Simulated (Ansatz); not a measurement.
# AlCl2H3O (built from SMILES O.[Cl][AlH][Cl]): search for a transition state

Aim: find the saddle point of a four-centre ligand exchange that is to form Al1–O6, H2–H5 and break Al1–H2, H5–O6, prove it by its vibrations, and relax downhill on both sides to see what it joins.

Method: PBE0-D4, def2-SVP first, then def2-TZVP; program: Ansatz 0.2.0, Gaussian basis.

152 further runs of the same task are left out: 152 set aside as unsound or not needed.

### 1 Starting geometry

The guess: 7 atoms, charge 0, spin multiplicity 1.

Atoms are counted from 1 here; the program's logs count them from 0.

Bond lengths: Al1–H2 1.713 Å, Al1–Cl3 2.036 Å, Al1–Cl4 2.036 Å, Al1–H5 1.738 Å, Al1–O6 1.757 Å, H5–O6 1.266 Å, O6–H7 0.956 Å. Angles: H2–Al1–Cl3 107.8°, H2–Al1–Cl4 107.8°, H2–Al1–H5 39.3°, H2–Al1–O6 81.8°, Cl3–Al1–Cl4 123.7°, Cl3–Al1–H5 117.7°, Cl3–Al1–O6 113.6°, Cl4–Al1–H5 117.6°, Cl4–Al1–O6 113.5°, H5–Al1–O6 42.5°, Al1–H5–O6 69.6°, Al1–O6–H5 68.0°, Al1–O6–H7 164.1°, H5–O6–H7 128.0°.

Coordinates:

```
Al   -0.4578   -0.4635   -0.1009
H     0.1945   -0.2954    1.4746
Cl    0.1619   -2.2546   -0.8440
Cl   -2.4086    0.1165   -0.0328
H     0.6974    0.4886    0.7820
O     0.6543    0.8568   -0.4285
H     1.1584    1.5515   -0.8503
```

Distances that are to change: Al1–O6 1.76 Å, H2–H5 1.16 Å, Al1–H2 1.71 Å, H5–O6 1.27 Å.

### 2 Relaxing the guess with the reacting distances held

The input, hold/in.yaml:

```yaml
crystal:
  periodic: [false, false, false]
  atoms:
    - {symbol: Al, position_ang: [-0.457800, -0.463500, -0.100900]}
    - {symbol: H, position_ang: [0.194500, -0.295400, 1.474600]}
    - {symbol: Cl, position_ang: [0.161900, -2.254600, -0.844000]}
    - {symbol: Cl, position_ang: [-2.408600, 0.116500, -0.032800]}
    - {symbol: H, position_ang: [0.697400, 0.488600, 0.782000]}
    - {symbol: O, position_ang: [0.654300, 0.856800, -0.428500]}
    - {symbol: H, position_ang: [1.158400, 1.551500, -0.850300]}
basis:
  gaussian: {orbitals: def2-SVP}
hamiltonian: {xc: pbe0, dispersion: d4}
relax: {f_tol: 0.04, max_steps: 150, escape_saddle: false, constraints: [{distance: [0, 5]}, {distance: [1, 4]}, {distance: [0, 1]}, {distance: [4, 5]}]}
```

Started as:

```
$ ansatz run in.yaml --threads 4 --pin off --events-out ev --progress --plain --max-ram 9574MiB
```

What it wrote (excerpt; [...] marks lines left out):

```text
Functional definition: PBE0
  name "PBE0"
  cite "Adamo & Barone, J. Chem. Phys. 110, 6158 (1999) doi:10.1063/1.478522"
  cite "Perdew, Burke & Ernzerhof, Phys. Rev. Lett. 77, 3865 (1996) doi:10.1103/PhysRevLett.77.3865"
  parent pbe
[...]
816 factors; integrals over basis functions are off by at most 3.0e-4 eV
[...]
mean field -33716.62125284 eV, -1239.0629770951 hartree, gradient 1.1e-5 eV, S^2 0.000000; 0 other end points of the search recorded, 0 dependent functions left out
[...]
reference -33716.62127941 eV, -1239.0629780717 hartree; 29, 29 occupied and 54, 54 virtual orbitals, 816 factors
relax step   1: F+E_penalty+E_count = -33716.76103041 eV  Δ(F+E_penalty+E_count) = +0.000e0 eV  max|allowed force component| = 1.269e0 eV/Å  Δτ_max = 0.0000 Å  (22 SCF iters, accepted)
[...]
relax step   3: F+E_penalty+E_count = -33716.89868644 eV  Δ(F+E_penalty+E_count) = -6.929e-3 eV  max|allowed force component| = 1.561e-1 eV/Å  Δτ_max = 0.0227 Å  (23 SCF iters, accepted)
[...]
relax step   5: F+E_penalty+E_count = -33716.90742714 eV  Δ(F+E_penalty+E_count) = -8.741e-3 eV  max|allowed force component| = 3.157e-1 eV/Å  Δτ_max = 0.0703 Å  (23 SCF iters, accepted)
[...]
relax step   7: F+E_penalty+E_count = -33716.93247932 eV  Δ(F+E_penalty+E_count) = -1.587e-2 eV  max|allowed force component| = 8.468e-2 eV/Å  Δτ_max = 0.1354 Å  (27 SCF iters, accepted)
[...]
relax step  10: F+E_penalty+E_count = -33716.94397057 eV  Δ(F+E_penalty+E_count) = -2.236e-3 eV  max|allowed force component| = 2.091e-2 eV/Å  Δτ_max = 0.0528 Å  (23 SCF iters, accepted)
  distance Al 0 - O 5 held at 1.757066 Å   reaction = -1.4379e0 eV/Å
  distance H 1 - H 4 held at 1.160715 Å   reaction = +6.8537e-1 eV/Å
  distance Al 0 - H 1 held at 1.713462 Å   reaction = -2.7205e-1 eV/Å
  distance H 4 - O 5 held at 1.265993 Å   reaction = +8.1992e-1 eV/Å
816 factors; integrals over basis functions are off by at most 3.3e-4 eV
mean field -33716.80602245 eV, -1239.0697672531 hartree, gradient 7.8e-5 eV, S^2 0.000000; 1 other end points of the search recorded, 0 dependent functions left out
[...]
reference -33716.80604896 eV, -1239.0697682272 hartree; 29, 29 occupied and 54, 54 virtual orbitals, 816 factors
Total energy: -33716.94399708 eV, -1239.0748377271 hartree
Atom 0 at    -0.375596    -0.487096    -0.084123 Å, force    -1.086046    -1.037638     0.015690 eV/Å
Atom 1 at     0.266959    -0.265018     1.488696 Å, force     0.415982     0.503905    -0.149281 eV/Å
Atom 2 at     0.064475    -2.392994    -0.838139 Å, force    -0.003929     0.000892     0.004129 eV/Å
Atom 3 at    -2.347868     0.236614    -0.213348 Å, force     0.005601    -0.001485     0.000516 eV/Å
Atom 4 at     0.806837     0.518935     0.824459 Å, force    -0.293276    -0.316735    -0.416134 eV/Å
Atom 5 at     0.831998     0.743931    -0.421126 Å, force     0.973586     0.871970     0.530913 eV/Å
Atom 6 at     0.753295     1.645527    -0.756319 Å, force    -0.011918    -0.020909     0.014166 eV/Å
Dipole moment:     0.412035     0.698680     0.090752 e Å
```

It took 9.5 s on 4 threads of Arm Neoverse V2, shared host.

Relaxation path: (the energy doesn't fall at every step)

```tsv
step	energy from step 1 (eV)	largest force component (eV/Å)
1	0.0000	1.2687
2	-0.1307	0.1750
3	-0.1377	0.1561
4	-0.1100	1.7206
5	-0.1464	0.3157
6	-0.1556	0.1313
7	-0.1714	0.0847
8	-0.0993	2.3787
9	-0.1807	0.1354
10	-0.1829	0.0209
```

Close pairs (by a distance rule), those that changed most:

```tsv
bond	before (Å)	after (Å)	change (Å)
Al1–Cl4	2.036	2.105	+0.068
Al1–H5	1.738	1.799	+0.061
Al1–Cl3	2.036	2.096	+0.061
O6–H7	0.956	0.965	+0.009
Al1–O6	1.757	1.757	+0.000
Al1–H2	1.713	1.713	+0.000
H5–O6	1.266	1.266	+0.000
```

### 3 Force constants to start from

The input, hessian/in.yaml:

```yaml
crystal:
  periodic: [false, false, false]
  atoms:
    - {symbol: Al, position_ang: [-0.375596, -0.487096, -0.084123]}
    - {symbol: H, position_ang: [0.266959, -0.265018, 1.488696]}
    - {symbol: Cl, position_ang: [0.064475, -2.392994, -0.838139]}
    - {symbol: Cl, position_ang: [-2.347868, 0.236614, -0.213348]}
    - {symbol: H, position_ang: [0.806837, 0.518935, 0.824459]}
    - {symbol: O, position_ang: [0.831998, 0.743931, -0.421126]}
    - {symbol: H, position_ang: [0.753295, 1.645527, -0.756319]}
basis:
  gaussian: {orbitals: def2-SVP}
hamiltonian: {xc: pbe0, dispersion: d4}
phonons: {}
scf: {lower_state_search: off}
```

Started as:

```
$ ansatz run in.yaml --threads 4 --pin off --events-out ev --progress --plain --max-ram 9574MiB
```

What it wrote (excerpt; [...] marks lines left out):

```text
[... 5 set-up lines as earlier in the session ...]
[...]
818 factors; integrals over basis functions are off by at most 4.0e-4 eV
[...]
mean field -33716.80601828 eV, -1239.0697670997 hartree, gradient 4.7e-6 eV, S^2 0.000000; 0 other end points of the search recorded, 0 dependent functions left out
[...]
reference -33716.80604476 eV, -1239.0697680729 hartree; 29, 29 occupied and 54, 54 virtual orbitals, 818 factors
[... from here to the last solve, the lines of the solves are left out (41 solves) ...]
818 factors; integrals over basis functions are off by at most 4.0e-4 eV
mean field -33716.80596220 eV, -1239.0697650390 hartree, gradient 7.3e-7 eV, S^2 0.000000; 0 other end points of the search recorded, 0 dependent functions left out
[...]
WARN: phonons: modes at or below zero, which the zero-point energy, F, S and C_V leave out: 1, the lowest at -1453.69 cm⁻¹. A minimum has none, and a first-order saddle one
[...]
Total energy: -33716.94399287 eV, -1239.0748375727 hartree
Atom 0 at    -0.375596    -0.487096    -0.084123 Å, force    -1.086141    -1.037923     0.015831 eV/Å
Atom 1 at     0.266959    -0.265018     1.488696 Å, force     0.416082     0.503919    -0.149598 eV/Å
Atom 2 at     0.064475    -2.392994    -0.838139 Å, force    -0.003999     0.000928     0.004154 eV/Å
Atom 3 at    -2.347868     0.236614    -0.213348 Å, force     0.005470    -0.001477     0.000425 eV/Å
Atom 4 at     0.806837     0.518935     0.824459 Å, force    -0.293184    -0.316553    -0.416147 eV/Å
Atom 5 at     0.831998     0.743931    -0.421126 Å, force     0.973693     0.872012     0.531140 eV/Å
Atom 6 at     0.753295     1.645527    -0.756319 Å, force    -0.011921    -0.020906     0.014195 eV/Å
Dipole moment:     0.412034     0.698679     0.090751 e Å
Vibrations: -1453.69 144.61 150.25 237.92 345.22 448.00 466.08 598.11 725.92 826.77 1091.50 1354.30 1635.07 1978.08 3891.03 cm⁻¹, zero-point energy 0.861247 eV
Checks for a lower state left out: stability, starts, cluster_reference, orbital_swaps, neighbouring_geometries, increment
```

Run time: 22 s. Hardware: 4 threads of Arm Neoverse V2, shared host.

The structure is not stationary yet, so these wavenumbers are no spectrum; the search needs only the force constants.

### 4 Saddle search in the small basis

A small driver takes partitioned rational-function steps: uphill along one mode, downhill along the rest. It calls the program once a step for energy and forces and updates the Hessian by Bofill's formula. It stops when the largest force is under 0.04 eV/Å and the followed curvature is negative. The first step's input:

The input, presaddle/in.yaml:

```yaml
crystal:
  periodic: [false, false, false]
  atoms:
    - {symbol: Al, position_ang: [-0.375596, -0.487096, -0.084123]}
    - {symbol: H, position_ang: [0.266959, -0.265018, 1.488696]}
    - {symbol: Cl, position_ang: [0.064475, -2.392994, -0.838139]}
    - {symbol: Cl, position_ang: [-2.347868, 0.236614, -0.213348]}
    - {symbol: H, position_ang: [0.806837, 0.518935, 0.824459]}
    - {symbol: O, position_ang: [0.831998, 0.743931, -0.421126]}
    - {symbol: H, position_ang: [0.753295, 1.645527, -0.756319]}
basis:
  gaussian: {orbitals: def2-SVP}
hamiltonian: {xc: pbe0, dispersion: d4}
output: {forces: true}
scf: {lower_state_search: off}
```

Started as:

```
$ ansatz run in.yaml --threads 4 --pin off --events-out ev --progress --plain --max-ram 9574MiB
```

The driver's record:

```tsv
step	energy (eV)	largest force (eV/Å)	followed curvature (eV/Å²)
1	-33716.94398	1.0861	-11.82
2	-33717.04288	0.2303	-11.55
3	-33717.04407	0.2119	-11.42
4	-33717.04466	0.0267	-11.32
```

The 4 steps took 2.2 s in all (4 threads of Arm Neoverse V2, shared host).

### 5 Saddle search in triple zeta

The search itself is an outer loop (partitioned rational-function steps, Bofill update of the Hessian). Each step is one single-point run with forces. It stops when the largest force is under 0.01 eV/Å and the followed curvature is negative. The first step's input:

The input, saddle/in.yaml:

```yaml
crystal:
  periodic: [false, false, false]
  atoms:
    - {symbol: Al, position_ang: [-0.397291, -0.510139, -0.111065]}
    - {symbol: H, position_ang: [0.318160, -0.206084, 1.459801]}
    - {symbol: Cl, position_ang: [0.042531, -2.427594, -0.819567]}
    - {symbol: Cl, position_ang: [-2.357692, 0.231002, -0.226306]}
    - {symbol: H, position_ang: [0.781350, 0.477741, 0.810279]}
    - {symbol: O, position_ang: [0.877992, 0.764452, -0.407045]}
    - {symbol: H, position_ang: [0.735050, 1.670522, -0.705997]}
basis:
  gaussian: {orbitals: def2-TZVP}
hamiltonian: {xc: pbe0, dispersion: d4}
output: {forces: true}
scf: {lower_state_search: off}
```

Started as:

```
$ ansatz run in.yaml --threads 4 --pin off --events-out ev --progress --plain --max-ram 9574MiB
```

The driver's record:

```tsv
step	energy (eV)	largest force (eV/Å)	followed curvature (eV/Å²)
1	-33730.56196	0.1919	-11.32
2	-33730.55902	0.4163	-11.30
3	-33730.56805	0.0578	-11.28
4	-33730.56833	0.1280	-11.29
5	-33730.56845	0.0284	-11.29
6	-33730.56850	0.0102	-11.29
7	-33730.56853	0.0088	-11.29
```

The 7 steps took 9.2 s in all (4 threads of Arm Neoverse V2, shared host).

The point found:

```xyz
7
charge 0, multiplicity 1
Al   -0.3847   -0.5116   -0.1090
H     0.3184   -0.2051    1.4559
Cl    0.0400   -2.4261   -0.8053
Cl   -2.3230    0.2612   -0.2442
H     0.7914    0.4766    0.7850
O     0.8928    0.7519   -0.4156
H     0.6653    1.6529   -0.6667
```

Followed mode, largest move set to 1: H5 (-0.31, -0.58, 0.75); Al1 (0.11, 0.23, -0.35); O6 (-0.04, 0.03, -0.38); H2 (0.24, 0.26, -0.03).

### 6 Vibrations at the point found

The input, vib/in.yaml:

```yaml
crystal:
  periodic: [false, false, false]
  atoms:
    - {symbol: Al, position_ang: [-0.384687, -0.511552, -0.109008]}
    - {symbol: H, position_ang: [0.318367, -0.205076, 1.455940]}
    - {symbol: Cl, position_ang: [0.039956, -2.426055, -0.805334]}
    - {symbol: Cl, position_ang: [-2.323025, 0.261193, -0.244225]}
    - {symbol: H, position_ang: [0.791431, 0.476629, 0.784967]}
    - {symbol: O, position_ang: [0.892784, 0.751866, -0.415564]}
    - {symbol: H, position_ang: [0.665274, 1.652895, -0.666676]}
basis:
  gaussian: {orbitals: def2-TZVP}
hamiltonian: {xc: pbe0, dispersion: d4}
phonons: {temperatures: {t_min: 298.15, t_max: 900, t_step: 200}}
```

Started as:

```
$ ansatz run in.yaml --threads 4 --pin off --events-out ev --progress --plain --max-ram 9574MiB
```

What it wrote (excerpt; [...] marks lines left out):

```text
[... 5 set-up lines as earlier in the session ...]
[...]
1098 factors; their error is unknown
[...]
mean field -33730.43079497 eV, -1239.5704684081 hartree, gradient 3.3e-5 eV, S^2 0.000000; 0 other end points of the search recorded, 0 dependent functions left out
[...]
reference -33730.43082365 eV, -1239.5704694621 hartree; 29, 29 occupied and 131, 131 virtual orbitals, 1098 factors
[... from here to the last solve, the lines of the solves are left out (41 solves) ...]
1098 factors; their error is unknown
mean field -33730.43077583 eV, -1239.5704677045 hartree, gradient 2.1e-6 eV, S^2 0.000000; 0 other end points of the search recorded, 0 dependent functions left out
[...]
reference -33730.43080451 eV, -1239.5704687586 hartree; 29, 29 occupied and 131, 131 virtual orbitals, 1098 factors
WARN: phonons: modes at or below zero, which the zero-point energy, F, S and C_V leave out: 1, the lowest at -1246.73 cm⁻¹. A minimum has none, and a first-order saddle one
Total energy: -33730.56852893 eV, -1239.5755300377 hartree
Atom 0 at    -0.384687    -0.511552    -0.109008 Å, force    -0.001384    -0.001373     0.001544 eV/Å
Atom 1 at     0.318367    -0.205076     1.455940 Å, force    -0.000809    -0.000513     0.000572 eV/Å
Atom 2 at     0.039956    -2.426055    -0.805334 Å, force    -0.000246    -0.000146    -0.000329 eV/Å
Atom 3 at    -2.323025     0.261193    -0.244225 Å, force     0.000018     0.000056     0.000129 eV/Å
Atom 4 at     0.791431     0.476629     0.784967 Å, force    -0.000884     0.000085    -0.000246 eV/Å
Atom 5 at     0.892784     0.751866    -0.415564 Å, force     0.003275     0.008835    -0.003866 eV/Å
Atom 6 at     0.665274     1.652895    -0.666676 Å, force     0.000030    -0.006944     0.002196 eV/Å
Dipole moment:     0.270705     0.565418     0.095080 e Å
Vibrations: -1246.73 142.37 153.89 244.41 353.74 445.53 532.09 593.96 710.83 751.45 1082.66 1373.73 1729.19 1966.10 3865.30 cm⁻¹, zero-point energy 0.864498 eV
```

Run time: 49 s. Hardware: 4 threads of Arm Neoverse V2, shared host.

Wavenumbers and character of the modes:

```tsv
mode	wavenumber (cm⁻¹)	character
1	1247i	changes H2–H5, H5–O6
2	142	bend
3	154	bend
4	244	bend
5	354	bend
6	446	Al–Cl stretch
7	532	bend
8	594	Al–Cl stretch
9	711	Al–O stretch with bend
10	751	bend
11	1083	bend with Al–H stretch
12	1374	bend
13	1729	Al–H stretch with bend
14	1966	Al–H stretch with bend
15	3865	O–H stretch
```

Vibrational sums (real modes only):

```tsv
T (K)	entropy (J/mol/K)	heat capacity (J/mol/K)
298	45.2	53.3
498	77.7	73.1
698	104.4	84.9
898	126.8	92.4
```

### 7 Relaxing after a step of 0.30 Å one way along the mode

The input, downa/in.yaml:

```yaml
crystal:
  periodic: [false, false, false]
  atoms:
    - {symbol: Al, position_ang: [-0.351104, -0.443845, -0.215114]}
    - {symbol: H, position_ang: [0.391267, -0.127837, 1.447212]}
    - {symbol: Cl, position_ang: [0.042250, -2.415544, -0.779034]}
    - {symbol: Cl, position_ang: [-2.318515, 0.254291, -0.223219]}
    - {symbol: H, position_ang: [0.698956, 0.302390, 1.010996]}
    - {symbol: O, position_ang: [0.880678, 0.759457, -0.529666]}
    - {symbol: H, position_ang: [0.656569, 1.670990, -0.711075]}
basis:
  gaussian: {orbitals: def2-TZVP}
hamiltonian: {xc: pbe0, dispersion: d4}
relax: {f_tol: 0.005, max_steps: 200}
```

Started as:

```
$ ansatz run in.yaml --threads 4 --pin off --events-out ev --progress --plain --max-ram 9574MiB
```

What it wrote (excerpt; [...] marks lines left out):

```text
[... 5 set-up lines as earlier in the session ...]
[...]
1098 factors; their error is unknown
[...]
mean field -33730.51994815 eV, -1239.5737447270 hartree, gradient 3.4e-5 eV, S^2 0.000000; 0 other end points of the search recorded, 0 dependent functions left out
[...]
reference -33730.51997739 eV, -1239.5737458016 hartree; 29, 29 occupied and 131, 131 virtual orbitals, 1098 factors
relax step   1: F+E_penalty+E_count = -33730.65882017 eV  Δ(F+E_penalty+E_count) = +0.000e0 eV  max|allowed force component| = 3.519e0 eV/Å  Δτ_max = 0.0000 Å  (27 SCF iters, accepted)
[...]
reference -33731.34427835 eV, -1239.6040383029 hartree; 29, 29 occupied and 131, 131 virtual orbitals, 1098 factors
Total energy: -33731.48592234 eV, -1239.6092436236 hartree
Atom 0 at    -0.289940    -0.285345    -0.500555 Å, force    -0.002521    -0.003976    -0.002203 eV/Å
Atom 1 at     0.127762    -0.362629     1.764701 Å, force    -0.000713    -0.000311     0.000413 eV/Å
Atom 2 at     0.165634    -2.302015    -0.702081 Å, force     0.000135     0.000562     0.001413 eV/Å
Atom 3 at    -2.249350     0.279519    -0.055957 Å, force     0.000051     0.000250     0.000968 eV/Å
Atom 4 at     0.713697     0.042204     1.513132 Å, force     0.000495    -0.000300     0.000471 eV/Å
Atom 5 at     0.861604     0.847285    -0.971084 Å, force     0.001835     0.002973    -0.001308 eV/Å
Atom 6 at     0.670695     1.780883    -1.048057 Å, force     0.000717     0.000803     0.000245 eV/Å
Dipole moment:     0.087127     0.371041     0.212569 e Å
```

Run time: 31 s. Hardware: 4 threads of Arm Neoverse V2, shared host.

Step by step: (the energy doesn't fall at every step)

```tsv
step	energy from step 1 (eV)	largest force component (eV/Å)
1	0.0000	3.5193
2	-0.5314	0.7377
3	-0.7081	0.8337
4	-0.8021	0.3625
5	-0.8110	0.9171
6	-0.8238	0.1083
7	-0.8249	0.0943
8	-0.8253	0.0695
9	-0.8257	0.0725
10	-0.8267	0.0150
11	-0.8269	0.0064
12	-0.8269	0.0066
13	-0.7824	1.3439
14	-0.8270	0.0030
15	-0.8267	0.1288
16	-0.8270	0.0309
17	-0.8271	0.0123
18	-0.8271	0.0040
```

Close pairs (by a distance rule), those that changed most:

```tsv
bond	before (Å)	after (Å)	change (Å)
Al1–H5	1.778	2.274	+0.495
Al1–H2	1.848	2.305	+0.457
H2–H5	0.686	0.755	+0.070
Al1–O6	1.750	1.682	-0.068
Al1–Cl3	2.088	2.077	-0.011
Al1–Cl4	2.088	2.087	-0.001
O6–H7	0.956	0.956	-0.000
```

### 8 Relaxing after a step of 0.30 Å the other way along the mode

The input, downb/in.yaml:

```yaml
crystal:
  periodic: [false, false, false]
  atoms:
    - {symbol: Al, position_ang: [-0.418270, -0.579259, -0.002902]}
    - {symbol: H, position_ang: [0.245467, -0.282314, 1.464668]}
    - {symbol: Cl, position_ang: [0.037661, -2.436565, -0.831634]}
    - {symbol: Cl, position_ang: [-2.327535, 0.268094, -0.265231]}
    - {symbol: H, position_ang: [0.883907, 0.650868, 0.558938]}
    - {symbol: O, position_ang: [0.904891, 0.744276, -0.301463]}
    - {symbol: H, position_ang: [0.673980, 1.634800, -0.622276]}
basis:
  gaussian: {orbitals: def2-TZVP}
hamiltonian: {xc: pbe0, dispersion: d4}
relax: {f_tol: 0.005, max_steps: 200}
```

Started as:

```
$ ansatz run in.yaml --threads 4 --pin off --events-out ev --progress --plain --max-ram 9574MiB
```

What it wrote (excerpt; [...] marks lines left out):

```text
[... 5 set-up lines as earlier in the session ...]
[...]
1098 factors; their error is unknown
[...]
mean field -33730.15458661 eV, -1239.5603179381 hartree, gradient 3.3e-5 eV, S^2 0.000000; 0 other end points of the search recorded, 0 dependent functions left out
[...]
reference -33730.15461558 eV, -1239.5603190027 hartree; 29, 29 occupied and 131, 131 virtual orbitals, 1098 factors
relax step   1: F+E_penalty+E_count = -33730.29050766 eV  Δ(F+E_penalty+E_count) = +0.000e0 eV  max|allowed force component| = 9.331e0 eV/Å  Δτ_max = 0.0000 Å  (28 SCF iters, accepted)
[...]
reference -33731.20893536 eV, -1239.5990645399 hartree; 29, 29 occupied and 131, 131 virtual orbitals, 1098 factors
Total energy: -33731.34639243 eV, -1239.6041159940 hartree
Atom 0 at    -0.426214    -0.665870     0.245047 Å, force    -0.001773    -0.000582    -0.002682 eV/Å
Atom 1 at    -0.111365    -0.721934     1.787808 Å, force     0.000361     0.000328     0.001632 eV/Å
Atom 2 at     0.094570    -2.325080    -0.944374 Å, force    -0.000308     0.000746     0.000598 eV/Å
Atom 3 at    -2.152617     0.408044    -0.398091 Å, force     0.001446    -0.001053     0.000526 eV/Å
Atom 4 at     1.418991     1.090389     0.355790 Å, force    -0.001241    -0.000739    -0.001330 eV/Å
Atom 5 at     0.835032     0.740331    -0.326854 Å, force     0.000864     0.001070     0.000620 eV/Å
Atom 6 at     0.341705     1.474020    -0.719226 Å, force     0.000651     0.000231     0.000637 eV/Å
Dipole moment:     0.672723     0.910839     0.145606 e Å
```

Wall time 37 s (4 threads of Arm Neoverse V2, shared host).

The steps of the relaxation: (the energy doesn't fall at every step)

```tsv
step	energy from step 1 (eV)	largest force component (eV/Å)
1	0.0000	9.3314
2	-0.7153	0.8623
3	-0.8444	1.0406
4	-0.6169	3.5977
5	-0.9350	0.8102
6	-0.9890	0.6312
7	-1.0295	0.1649
8	-1.0339	0.6731
9	-1.0535	0.0665
10	-1.0543	0.0182
11	-1.0547	0.0549
12	-1.0550	0.0780
13	-1.0553	0.0959
14	-1.0555	0.0736
15	-1.0556	0.0611
16	-1.0557	0.0423
17	-1.0558	0.0204
18	-1.0558	0.0094
19	-1.0558	0.0052
20	-1.0559	0.0027
```

Close pairs (by a distance rule), those that changed most:

```tsv
bond	before (Å)	after (Å)	change (Å)
Al1–H5	1.877	2.550	+0.672
H5–O6	0.866	0.964	+0.098
Al1–O6	1.895	1.974	+0.078
Al1–H2	1.638	1.576	-0.062
Al1–Cl4	2.105	2.132	+0.027
Al1–Cl3	2.084	2.107	+0.023
O6–H7	0.974	0.967	-0.007
```

### 9 The three structures

```tsv
pair	start side (Å)	saddle (Å)	end side (Å)
Al1–O6	1.974	1.823	1.682
H2–H5	2.771	1.067	0.755
Al1–H2	1.576	1.743	2.305
H5–O6	0.964	1.236	2.616
```

### 10 Outcome

| quantity | value |
| --- | --- |
| imaginary mode | 1247i cm⁻¹ |
| barrier from the start side | 0.778 eV |
| barrier from the end side | 0.917 eV |
| energy of the step | -0.140 eV |
| pairs that change | Al1–O6 tightened, H2–H5 formed, Al1–H2 broken, H5–O6 broken |
| zero-point energy at the saddle | 0.864 eV |

The point has a single imaginary mode (1247i cm⁻¹), as a transition state must. It joins the planned start and end. At PBE0-D4/def2-TZVP the electronic barrier is 0.778 eV, about 30 kT at 298 K, and the step runs 0.140 eV downhill. The barrier is thin enough for tunnelling; the leading (Wigner) term alone is a factor of 2.5 at 298 K. A step off the saddle overshot and began above it in energy, so the link to its end is likely but not proven.
